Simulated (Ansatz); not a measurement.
A run of Ansatz 0.2.0 is set up as follows.

The input input.yaml:

```yaml
crystal:
  lattice:
    - [1.95495, -14.82973, 0.0]
    - [1.95495, 14.82973, 0.0]
    - [0.0, 0.0, 3.8859]
  atoms:
    - { symbol: Ta, position: [0.20437, 0.79563, 0.0] }
    - { symbol: Ta, position: [0.92451, 0.07549, 0.0] }
    - { symbol: Ta, position: [0.07549, 0.92451, 0.0] }
    - { symbol: Ta, position: [0.79563, 0.20437, 0.0] }
    - { symbol: Ni, position: [0.5, 0.5, 0.0], spin: 1.0 }
    - { symbol: O, position: [0.13987, 0.86013, 0.0] }
    - { symbol: O, position: [0.72107, 0.27893, 0.0] }
    - { symbol: O, position: [0.43645, 0.56355, 0.0] }
    - { symbol: O, position: [0.56355, 0.43645, 0.0] }
    - { symbol: O, position: [0.0, 0.0, 0.0] }
    - { symbol: O, position: [0.86013, 0.13987, 0.0] }
    - { symbol: O, position: [0.27893, 0.72107, 0.0] }
    - { symbol: O, position: [0.9279, 0.0721, 0.5] }
    - { symbol: O, position: [0.0721, 0.9279, 0.5] }
    - { symbol: O, position: [0.79436, 0.20564, 0.5] }
    - { symbol: O, position: [0.20564, 0.79436, 0.5] }
hamiltonian:
  xc: r2scan
  pseudopotentials: { kind: paw }
magnetization:
  spin_polarized: true
kpoints:
  mp_grid: { grid: [7, 7, 7] }
  band_path:
    path:
      - [[0.0, 0.0, 0.0], [0.2543445503, 0.2543445503, 0.0], [0.0, 0.5, 0.0], [0.0, 0.5, 0.5], [0.2543445503, 0.2543445503, 0.5], [0.0, 0.0, 0.5], [0.0, 0.0, 0.0], [-0.5, 0.5, 0.0], [-0.2543445503, 0.7456554497, 0.0], [-0.2543445503, 0.7456554497, 0.5], [-0.5, 0.5, 0.5], [-0.5, 0.5, 0.0]]
      - [[0.0, 0.0, 0.5], [-0.5, 0.5, 0.5]]
    npoints: 10
scf:
  occupations: { method: fermi_dirac, width: 0.05 }
  n_extra_bands: 40
output:
  forces: true
  stress: true
  eigenvalues: true
  fatbands: false
```

Potentials or basis: Ansatz PAW.

The run is started by

```console
$ ansatz run input.yaml --threads 8 --pin off --max-ram 20480MiB --backend cpu --events-out ev --progress --plain --runs-dir out
```

(1) What does it give for the absolute moment?

(2) What does it give for the band gap on the k mesh?

## Answers

(1) 0.96 μB per cell.

(2) none (metal or under the smearing width).

Caveat: the magnetic or orbital state may not be the lowest; spin-orbit coupling is left out, which moves the levels of the heavy elements; a cell with one magnetic atom can't hold antiferromagnetic order, which such compounds often take; semilocal functionals often make such compounds metallic where correlation or magnetic order opens a gap, which also shifts bond lengths.
